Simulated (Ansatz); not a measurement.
# SiH4O3 + HF: a complex and its separated parts

The complex below is one end of an elementary step. How strongly is it bound against its free parts?

Method: PBE0-D4/def2-TZVP structures, single points in def2-TZVPP, no counterpoise correction; program: Ansatz 0.2.0, Gaussian basis.

Levels: SPW92, PBE-D4, BLYP-D4, r2SCAN-D4, B97M-V, PBE0-D4, B3LYP-D4, r2SCAN0-D4, BHLYP-D4, CAM-B3LYP-D4, wB97X-V, wB97M-V, B2PLYP, PBE-QIDH, RPA on PBE, Hartree-Fock, MP2, CCSD, CCSD(T).

Cores are frozen in the correlated methods. B3LYP uses VWN-RPA correlation. B2PLYP carries no dispersion term here.

94 further runs of the same task are left out: 94 set aside as unsound or not needed.

## 1. Where the work starts

The complex: 10 atoms, charge 0, spin multiplicity 1.

Atoms are counted from 1 here; the program's logs count them from 0.

Bond lengths: Si1–H2 1.490 Å, Si1–O3 1.626 Å, Si1–O4 1.631 Å, Si1–O5 1.629 Å, O3–H8 0.959 Å, O4–H9 0.962 Å, O5–H10 0.959 Å, H6–F7 0.928 Å. Angles: H2–Si1–O3 102.7°, H2–Si1–O4 109.8°, H2–Si1–O5 112.6°, O3–Si1–O4 115.9°, O3–Si1–O5 109.4°, O4–Si1–O5 106.5°, Si1–O3–H8 118.4°, Si1–O4–H9 116.4°, Si1–O5–H10 116.5°.

As a file:

```tsv
atom	x (Å)	y (Å)	z (Å)
Si1	0.3619	-0.2791	-0.2862
H2	0.5347	1.1774	-0.5495
O3	1.4463	-0.5612	0.8918
O4	-1.1948	-0.5912	0.0874
O5	0.7204	-1.1966	-1.5840
H6	-0.5504	2.1887	0.6191
F7	-1.3017	2.1482	1.1617
H8	1.6298	-1.4704	1.1347
H9	-1.6308	0.0425	0.6652
H10	-0.0154	-1.4580	-2.1401
```

Its parts: SiH4O3 holds atoms 1, 2, 3, 4, 5, 8, 9, 10; HF holds atoms 6, 7. Each part counts its atoms afresh in its own runs.

## 2. Relaxing SiH4O3 alone

relax-a/in.yaml reads:

```yaml
crystal:
  periodic: [false, false, false]
  atoms:
    - {symbol: Si, position_ang: [0.361926, -0.279129, -0.286175]}
    - {symbol: H, position_ang: [0.534709, 1.177388, -0.549464]}
    - {symbol: O, position_ang: [1.446270, -0.561240, 0.891757]}
    - {symbol: O, position_ang: [-1.194836, -0.591243, 0.087380]}
    - {symbol: O, position_ang: [0.720383, -1.196565, -1.583962]}
    - {symbol: H, position_ang: [1.629760, -1.470431, 1.134711]}
    - {symbol: H, position_ang: [-1.630819, 0.042460, 0.665179]}
    - {symbol: H, position_ang: [-0.015398, -1.457988, -2.140130]}
basis:
  gaussian: {orbitals: def2-TZVP}
hamiltonian: {xc: pbe0, dispersion: d4}
relax: {f_tol: 0.005, max_steps: 200}
```

Run with:

```
ansatz run in.yaml --threads 4 --pin off --events-out ev --progress --plain --max-ram 9574MiB
```

The log of the run (excerpt; [...] marks lines left out):

```text
Functional definition: PBE0
  name "PBE0"
  cite "Adamo & Barone, J. Chem. Phys. 110, 6158 (1999) doi:10.1063/1.478522"
  cite "Perdew, Burke & Ernzerhof, Phys. Rev. Lett. 77, 3865 (1996) doi:10.1103/PhysRevLett.77.3865"
  parent pbe
[...]
897 factors; their error is unknown
[...]
mean field -14081.26035966 eV, -517.4767735963 hartree, gradient 4.8e-5 eV, S^2 0.000000; 0 other end points of the search recorded, 0 dependent functions left out
[...]
reference -14081.26038553 eV, -517.4767745472 hartree; 21, 21 occupied and 133, 133 virtual orbitals, 897 factors
[...]
Atom 0 at     0.375515    -0.239627    -0.302181 Å, force     0.001802    -0.001952     0.000452 eV/Å
Atom 1 at     0.562976     1.196951    -0.582870 Å, force    -0.000527    -0.000399     0.000249 eV/Å
Atom 2 at     1.419110    -0.557321     0.909016 Å, force     0.000010    -0.000626    -0.000084 eV/Å
Atom 3 at    -1.194331    -0.559518     0.054362 Å, force    -0.002190     0.002752     0.002276 eV/Å
Atom 4 at     0.724855    -1.203448    -1.573573 Å, force    -0.001323     0.000915     0.000664 eV/Å
Atom 5 at     1.596086    -1.477622     1.112343 Å, force    -0.000194     0.001503    -0.000332 eV/Å
Atom 6 at    -1.619490    -0.024299     0.725536 Å, force     0.002080    -0.002194    -0.003011 eV/Å
Atom 7 at    -0.012727    -1.471864    -2.123336 Å, force     0.000341     0.000000    -0.000213 eV/Å
Dipole moment:    -0.317231    -0.096192     0.089326 e Å
```

It took 17 s on 4 threads of Arm Neoverse V2, shared host.

Relaxation path: (the energy doesn't fall at every step)

```tsv
step	energy from step 1 (eV)	largest force component (eV/Å)
1	0.0000	0.7272
2	-0.0101	0.2756
3	-0.0132	0.0539
4	-0.0116	0.2860
5	-0.0144	0.0233
6	-0.0141	0.1003
7	-0.0147	0.0361
8	-0.0147	0.0076
9	-0.0147	0.0114
10	-0.0147	0.0375
11	-0.0147	0.0030
```

Distances of close pairs at the start and the end, largest changes first:

```tsv
bond	before (Å)	after (Å)	change (Å)
Si1–H2	1.490	1.476	-0.014
Si1–O4	1.631	1.641	+0.010
Si1–O3	1.626	1.630	+0.004
O4–H7	0.962	0.958	-0.004
Si1–O5	1.629	1.633	+0.004
O5–H8	0.959	0.958	-0.000
O3–H6	0.959	0.959	+0.000
```

## 3. Relaxing HF alone

relax-b/in.yaml reads:

```yaml
crystal:
  periodic: [false, false, false]
  atoms:
    - {symbol: H, position_ang: [-0.550403, 2.188652, 0.619074]}
    - {symbol: F, position_ang: [-1.301692, 2.148197, 1.161729]}
basis:
  gaussian: {orbitals: def2-TZVP}
hamiltonian: {xc: pbe0, dispersion: d4}
relax: {f_tol: 0.005, max_steps: 200}
```

Run with:

```
ansatz run in.yaml --threads 4 --pin off --events-out ev --progress --plain --max-ram 9574MiB
```

The log of the run (excerpt; [...] marks lines left out):

```text
[... 5 set-up lines as earlier in the session ...]
[...]
200 factors; their error is unknown
[...]
mean field -2731.79997474 eV, -100.3917973911 hartree, gradient 6.9e-6 eV, S^2 0.000000; 0 other end points of the search recorded, 0 dependent functions left out
[...]
reference -2731.80170839 eV, -100.3918611015 hartree; 5, 5 occupied and 32, 32 virtual orbitals, 200 factors
Total energy: -2731.80322167 eV, -100.3919167136 hartree
Atom 0 at    -0.553494     2.188486     0.621307 Å, force     0.001506     0.000081    -0.001088 eV/Å
Atom 1 at    -1.298601     2.148363     1.159496 Å, force    -0.001506    -0.000081     0.001088 eV/Å
Dipole moment:     0.324611     0.017479    -0.234466 e Å
```

Wall time 0.35 s (4 threads of Arm Neoverse V2, shared host).

Along the way:

```tsv
step	energy from step 1 (eV)	largest force component (eV/Å)
1	0.0000	0.3637
2	-0.0016	0.0758
3	-0.0017	0.0015
```

The bond:

```tsv
bond	before (Å)	after (Å)	change (Å)
H1–F2	0.928	0.920	-0.008
```

## 4. SPW92/def2-TZVPP

parta/in.yaml reads:

```yaml
crystal:
  periodic: [false, false, false]
  atoms:
    - {symbol: Si, position_ang: [0.375515, -0.239627, -0.302181]}
    - {symbol: H, position_ang: [0.562976, 1.196951, -0.582870]}
    - {symbol: O, position_ang: [1.419110, -0.557321, 0.909016]}
    - {symbol: O, position_ang: [-1.194331, -0.559518, 0.054362]}
    - {symbol: O, position_ang: [0.724855, -1.203448, -1.573573]}
    - {symbol: H, position_ang: [1.596086, -1.477622, 1.112343]}
    - {symbol: H, position_ang: [-1.619490, -0.024299, 0.725536]}
    - {symbol: H, position_ang: [-0.012727, -1.471864, -2.123336]}
basis:
  gaussian: {orbitals: def2-TZVPP}
hamiltonian: {xc: lda}
```

partb/in.yaml reads:

```yaml
crystal:
  periodic: [false, false, false]
  atoms:
    - {symbol: H, position_ang: [-0.553494, 2.188486, 0.621307]}
    - {symbol: F, position_ang: [-1.298601, 2.148363, 1.159496]}
basis:
  gaussian: {orbitals: def2-TZVPP}
hamiltonian: {xc: lda}
```

One command serves all of them, each in its own folder.

Run with:

```
ansatz run in.yaml --threads 4 --pin off --events-out ev --progress --plain --max-ram 9574MiB
```

Output in parta (excerpt; [...] marks lines left out):

```text
Functional definition: SPW92
  name "SPW92"
  cite "Dirac, Proc. Camb. Phil. Soc. 26, 376 (1930) doi:10.1017/S0305004100016108"
  cite "Slater, Phys. Rev. 81, 385 (1951) doi:10.1103/PhysRev.81.385"
  cite "Perdew & Wang, Phys. Rev. B 45, 13244 (1992) doi:10.1103/PhysRevB.45.13244"
[...]
977 factors; their error is unknown
[...]
mean field -14015.52654904 eV, -515.0611006123 hartree, gradient 8.0e-5 eV, S^2 0.000000; 0 other end points of the search recorded, 0 dependent functions left out
reference -14015.52658283 eV, -515.0611018540 hartree; 21, 21 occupied and 170, 170 virtual orbitals, 977 factors
Total energy: -14015.52658283 eV, -515.0611018540 hartree
```

Log of partb (excerpt; [...] marks lines left out):

```text
[... 5 set-up lines as earlier in the session ...]
[...]
215 factors; their error is unknown
[...]
mean field -2716.76649675 eV, -99.8393272652 hartree, gradient 3.5e-5 eV, S^2 0.000000; 0 other end points of the search recorded, 0 dependent functions left out
reference -2716.76650784 eV, -99.8393276725 hartree; 5, 5 occupied and 40, 40 virtual orbitals, 215 factors
Total energy: -2716.76650784 eV, -99.8393276725 hartree
```

Times: 0.6 s (parta), 0.1 s (partb) on 4 threads of Arm Neoverse V2, shared host.

## 5. PBE-D4/def2-TZVPP

Each input of step 4 (parta, partb) changes in the same lines:

```diff
-hamiltonian: {xc: lda}
+hamiltonian: {xc: pbe, dispersion: d4}
```

The same command starts each run, in its folder.

Run with:

```
ansatz run in.yaml --threads 4 --pin off --events-out ev --progress --plain --max-ram 9574MiB
```

parta printed (excerpt; [...] marks lines left out):

```text
Functional definition: PBE
  name "PBE"
[... 2 set-up lines as earlier in the session ...]
[...]
977 factors; their error is unknown
[...]
mean field -14080.58478969 eV, -517.4519468578 hartree, gradient 2.0e-5 eV, S^2 0.000000; 0 other end points of the search recorded, 0 dependent functions left out
reference -14080.58482637 eV, -517.4519482060 hartree; 21, 21 occupied and 170, 170 virtual orbitals, 977 factors
Total energy: -14080.71657914 eV, -517.4567900309 hartree
```

Log of partb (excerpt; [...] marks lines left out):

```text
[... 4 set-up lines as earlier in the session ...]
[...]
215 factors; their error is unknown
[...]
mean field -2731.84357443 eV, -100.3933996502 hartree, gradient 4.8e-5 eV, S^2 0.000000; 0 other end points of the search recorded, 0 dependent functions left out
reference -2731.84358654 eV, -100.3934000952 hartree; 5, 5 occupied and 40, 40 virtual orbitals, 215 factors
Total energy: -2731.84548041 eV, -100.3934696938 hartree
```

Times: 1.1 s (parta), 0.15 s (partb) on 4 threads of Arm Neoverse V2, shared host.

## 6. BLYP-D4/def2-TZVPP

The same edit goes into each in.yaml of step 5 (parta, partb):

```diff
-hamiltonian: {xc: pbe, dispersion: d4}
+hamiltonian: {xc: {name: BLYP}, dispersion: d4}
```

Each run has its own folder and the same command.

Run with:

```
ansatz run in.yaml --threads 4 --pin off --events-out ev --progress --plain --max-ram 9574MiB
```

Output in parta (excerpt; [...] marks lines left out):

```text
Functional definition: BLYP
  name "BLYP"
  cite "Becke, Phys. Rev. A 38, 3098 (1988) doi:10.1103/PhysRevA.38.3098"
  cite "Lee, Yang & Parr, Phys. Rev. B 37, 785 (1988) doi:10.1103/PhysRevB.37.785"
[...]
977 factors; their error is unknown
[...]
mean field -14090.19543304 eV, -517.8051314869 hartree, gradient 1.7e-5 eV, S^2 0.000000; 0 other end points of the search recorded, 0 dependent functions left out
reference -14090.19574247 eV, -517.8051428582 hartree; 21, 21 occupied and 170, 170 virtual orbitals, 977 factors
Total energy: -14090.49388435 eV, -517.8160993701 hartree
```

Output in partb (excerpt; [...] marks lines left out):

```text
[... 4 set-up lines as earlier in the session ...]
[...]
215 factors; their error is unknown
[...]
mean field -2734.23791881 eV, -100.4813901832 hartree, gradient 3.9e-5 eV, S^2 0.000000; 0 other end points of the search recorded, 0 dependent functions left out
reference -2734.23804241 eV, -100.4813947256 hartree; 5, 5 occupied and 40, 40 virtual orbitals, 215 factors
Total energy: -2734.24262439 eV, -100.4815631100 hartree
```

They took 1.1 s (parta), 0.15 s (partb) on 4 threads of Arm Neoverse V2, shared host.

## 7. r2SCAN-D4/def2-TZVPP

The same edit goes into each in.yaml of step 6 (parta, partb):

```diff
-hamiltonian: {xc: {name: BLYP}, dispersion: d4}
+hamiltonian: {xc: r2scan, dispersion: d4}
```

One command serves all of them, each in its own folder.

Run with:

```
ansatz run in.yaml --threads 4 --pin off --events-out ev --progress --plain --max-ram 9574MiB
```

Log of parta (excerpt; [...] marks lines left out):

```text
Functional definition: r2SCAN
  name "r2SCAN"
  cite "Furness, Kaplan, Ning, Perdew & Sun, J. Phys. Chem. Lett. 11, 8208 (2020) doi:10.1021/acs.jpclett.0c02405"
  cite "Furness, Kaplan, Ning, Perdew & Sun, J. Phys. Chem. Lett. 11, 9248 (2020) doi:10.1021/acs.jpclett.0c03077"
  parent r2scan
[...]
977 factors; their error is unknown
[...]
mean field -14087.68767486 eV, -517.7129730733 hartree, gradient 5.1e-5 eV, S^2 0.000000; 0 other end points of the search recorded, 0 dependent functions left out
reference -14087.68768515 eV, -517.7129734516 hartree; 21, 21 occupied and 170, 170 virtual orbitals, 977 factors
Total energy: -14087.71836254 eV, -517.7141008248 hartree
```

Log of partb (excerpt; [...] marks lines left out):

```text
[... 5 set-up lines as earlier in the session ...]
[...]
215 factors; their error is unknown
[...]
mean field -2733.29261739 eV, -100.4466509969 hartree, gradient 6.5e-6 eV, S^2 0.000000; 0 other end points of the search recorded, 0 dependent functions left out
reference -2733.29262057 eV, -100.4466511137 hartree; 5, 5 occupied and 40, 40 virtual orbitals, 215 factors
Total energy: -2733.29307810 eV, -100.4466679277 hartree
```

Wall times: 2.1 s (parta), 0.35 s (partb) on 4 threads of Arm Neoverse V2, shared host.

## 8. B97M-V/def2-TZVPP

The same edit goes into each in.yaml of step 7 (parta, partb):

```diff
-hamiltonian: {xc: r2scan, dispersion: d4}
+hamiltonian: {xc: {name: B97M-V}}
```

Each run has its own folder and the same command.

Run with:

```
ansatz run in.yaml --threads 4 --pin off --events-out ev --progress --plain --max-ram 9574MiB
```

Log of parta (excerpt; [...] marks lines left out):

```text
Functional definition: B97M-V
  name "B97M-V"
  cite "Mardirossian & Head-Gordon, J. Chem. Phys. 142, 074111 (2015) doi:10.1063/1.4907719"
  cite "Becke, J. Chem. Phys. 107, 8554 (1997) doi:10.1063/1.475007"
  cite "Vydrov & Van Voorhis, J. Chem. Phys. 133, 244103 (2010) doi:10.1063/1.3521275"
  # Of w^i u^j: cxij and so on, Table III.
[...]
  gx(w, u) = cx00 + cx01*u + cx02*u^2 + (cx10 + cx11*u)*w
[...]
  gos(w, u) = cos00 + cos01*u + cos03*u^3 + cos10*w + cos32*w^3*u^2
[...]
      + integral(e_c_pw_mod_opposite_spin*gos(b97_w_opposite, b97_u_opposite)) + vv10(b, c)
977 factors; their error is unknown
[...]
mean field -14087.39282604 eV, -517.7021375792 hartree, gradient 6.2e-5 eV, S^2 0.000000; 0 other end points of the search recorded, 0 dependent functions left out
reference -14087.39287854 eV, -517.7021395085 hartree; 21, 21 occupied and 170, 170 virtual orbitals, 977 factors
Total energy: -14087.39287854 eV, -517.7021395085 hartree
```

Log of partb (excerpt; [...] marks lines left out):

```text
[... 5 set-up lines as earlier in the session ...]
  # Of w^i u^j: cxij and so on, Table III.
[...]
  gx(w, u) = cx00 + cx01*u + cx02*u^2 + (cx10 + cx11*u)*w
[...]
  gos(w, u) = cos00 + cos01*u + cos03*u^3 + cos10*w + cos32*w^3*u^2
[...]
      + integral(e_c_pw_mod_opposite_spin*gos(b97_w_opposite, b97_u_opposite)) + vv10(b, c)
215 factors; their error is unknown
[...]
mean field -2733.38838001 eV, -100.4501702083 hartree, gradient 2.3e-5 eV, S^2 0.000000; 0 other end points of the search recorded, 0 dependent functions left out
reference -2733.38839773 eV, -100.4501708593 hartree; 5, 5 occupied and 40, 40 virtual orbitals, 215 factors
Total energy: -2733.38839773 eV, -100.4501708593 hartree
```

They took 3.8 s (parta), 0.25 s (partb) on 4 threads of Arm Neoverse V2, shared host.

## 9. PBE0-D4/def2-TZVPP

The same edit goes into each in.yaml of step 8 (parta, partb):

```diff
-hamiltonian: {xc: {name: B97M-V}}
+hamiltonian: {xc: pbe0, dispersion: d4}
+output: {orbitals: {seedname: orbitals}}
```

The same command starts each run, in its folder.

Run with:

```
ansatz run in.yaml --threads 4 --pin off --events-out ev --progress --plain --max-ram 9574MiB
```

parta printed (excerpt; [...] marks lines left out):

```text
[... 5 set-up lines as earlier in the session ...]
[...]
980 factors; their error is unknown
[...]
mean field -14081.40907853 eV, -517.4822389139 hartree, gradient 7.9e-5 eV, S^2 0.000000; 0 other end points of the search recorded, 0 dependent functions left out
reference -14081.40910496 eV, -517.4822398853 hartree; 21, 21 occupied and 170, 170 virtual orbitals, 980 factors
Total energy: -14081.51838770 eV, -517.4862559519 hartree
```

Output in partb (excerpt; [...] marks lines left out):

```text
[... 5 set-up lines as earlier in the session ...]
[...]
215 factors; their error is unknown
[...]
mean field -2731.86112193 eV, -100.3940445091 hartree, gradient 4.0e-5 eV, S^2 0.000000; 0 other end points of the search recorded, 0 dependent functions left out
reference -2731.86113065 eV, -100.3940448293 hartree; 5, 5 occupied and 40, 40 virtual orbitals, 215 factors
Total energy: -2731.86264393 eV, -100.3941004415 hartree
```

They took 1.4 s (parta), 0.15 s (partb) on 4 threads of Arm Neoverse V2, shared host.

## 10. B3LYP-D4/def2-TZVPP

Each input of step 9 (parta, partb) changes in the same lines:

```diff
-hamiltonian: {xc: pbe0, dispersion: d4}
-output: {orbitals: {seedname: orbitals}}
+hamiltonian: {xc: {name: B3LYP}, dispersion: d4}
```

Each run has its own folder and the same command.

Run with:

```
ansatz run in.yaml --threads 4 --pin off --events-out ev --progress --plain --max-ram 9574MiB
```

Output in parta (excerpt; [...] marks lines left out):

```text
Functional definition: B3LYP
  name "B3LYP"
  cite "Stephens, Devlin, Chabalowski & Frisch, J. Phys. Chem. 98, 11623 (1994) doi:10.1021/j100096a001"
[... 2 set-up lines as earlier in the session ...]
  cite "Vosko, Wilk & Nusair, Can. J. Phys. 58, 1200 (1980) doi:10.1139/p80-159"
[...]
980 factors; their error is unknown
[...]
mean field -14091.98281649 eV, -517.8708166170 hartree, gradient 9.0e-5 eV, S^2 0.000000; 0 other end points of the search recorded, 0 dependent functions left out
reference -14091.98304372 eV, -517.8708249675 hartree; 21, 21 occupied and 170, 170 virtual orbitals, 980 factors
Total energy: -14092.19645339 eV, -517.8786676282 hartree
```

partb printed (excerpt; [...] marks lines left out):

```text
[... 6 set-up lines as earlier in the session ...]
[...]
215 factors; their error is unknown
[...]
mean field -2734.54625650 eV, -100.4927213842 hartree, gradient 1.9e-5 eV, S^2 0.000000; 0 other end points of the search recorded, 0 dependent functions left out
reference -2734.54634734 eV, -100.4927247225 hartree; 5, 5 occupied and 40, 40 virtual orbitals, 215 factors
Total energy: -2734.54933703 eV, -100.4928345918 hartree
```

Times: 1.5 s (parta), 0.15 s (partb) on 4 threads of Arm Neoverse V2, shared host.

## 11. r2SCAN0-D4/def2-TZVPP

Each input of step 10 (parta, partb) changes in the same lines:

```diff
-hamiltonian: {xc: {name: B3LYP}, dispersion: d4}
+hamiltonian: {xc: {name: r2SCAN0}, dispersion: d4}
```

The same command starts each run, in its folder.

Run with:

```
ansatz run in.yaml --threads 4 --pin off --events-out ev --progress --plain --max-ram 9574MiB
```

Output in parta (excerpt; [...] marks lines left out):

```text
Functional definition: r2SCAN0
  name "r2SCAN0"
  cite "Bursch, Neugebauer, Ehlert & Grimme, J. Chem. Phys. 156, 134105 (2022) doi:10.1063/5.0086040"
[... 3 set-up lines as earlier in the session ...]
[...]
980 factors; their error is unknown
[...]
mean field -14086.68450649 eV, -517.6761073157 hartree, gradient 1.2e-5 eV, S^2 0.000000; 0 other end points of the search recorded, 0 dependent functions left out
reference -14086.68451455 eV, -517.6761076119 hartree; 21, 21 occupied and 170, 170 virtual orbitals, 980 factors
Total energy: -14086.72028069 eV, -517.6774219936 hartree
```

Log of partb (excerpt; [...] marks lines left out):

```text
[... 6 set-up lines as earlier in the session ...]
[...]
215 factors; their error is unknown
[...]
mean field -2732.94547277 eV, -100.4338936672 hartree, gradient 6.6e-5 eV, S^2 0.000000; 0 other end points of the search recorded, 0 dependent functions left out
reference -2732.94547523 eV, -100.4338937577 hartree; 5, 5 occupied and 40, 40 virtual orbitals, 215 factors
Total energy: -2732.94597720 eV, -100.4339122047 hartree
```

They took 2.6 s (parta), 0.35 s (partb) on 4 threads of Arm Neoverse V2, shared host.

## 12. BHLYP-D4/def2-TZVPP

The same edit goes into each in.yaml of step 11 (parta, partb):

```diff
-hamiltonian: {xc: {name: r2SCAN0}, dispersion: d4}
+hamiltonian: {xc: {name: BHLYP}, dispersion: d4}
```

One command serves all of them, each in its own folder.

Run with:

```
ansatz run in.yaml --threads 4 --pin off --events-out ev --progress --plain --max-ram 9574MiB
```

Log of parta (excerpt; [...] marks lines left out):

```text
Functional definition: BHLYP
  name "BHLYP"
  cite "Becke, J. Chem. Phys. 98, 1372 (1993) doi:10.1063/1.464304"
[... 2 set-up lines as earlier in the session ...]
[...]
1077 factors; their error is unknown
[...]
mean field -14088.47682201 eV, -517.7419736962 hartree, gradient 1.7e-5 eV, S^2 0.000000; 0 other end points of the search recorded, 0 dependent functions left out
reference -14088.47697257 eV, -517.7419792293 hartree; 21, 21 occupied and 170, 170 virtual orbitals, 1077 factors
Total energy: -14088.63208378 eV, -517.7476794612 hartree
```

Log of partb (excerpt; [...] marks lines left out):

```text
[... 5 set-up lines as earlier in the session ...]
[...]
234 factors; their error is unknown
[...]
mean field -2733.43315182 eV, -100.4518155418 hartree, gradient 1.2e-5 eV, S^2 0.000000; 0 other end points of the search recorded, 0 dependent functions left out
reference -2733.43321235 eV, -100.4518177664 hartree; 5, 5 occupied and 40, 40 virtual orbitals, 234 factors
Total energy: -2733.43494031 eV, -100.4518812677 hartree
```

They took 1.3 s (parta), 0.15 s (partb) on 4 threads of Arm Neoverse V2, shared host.

[end of part 1 of 2]
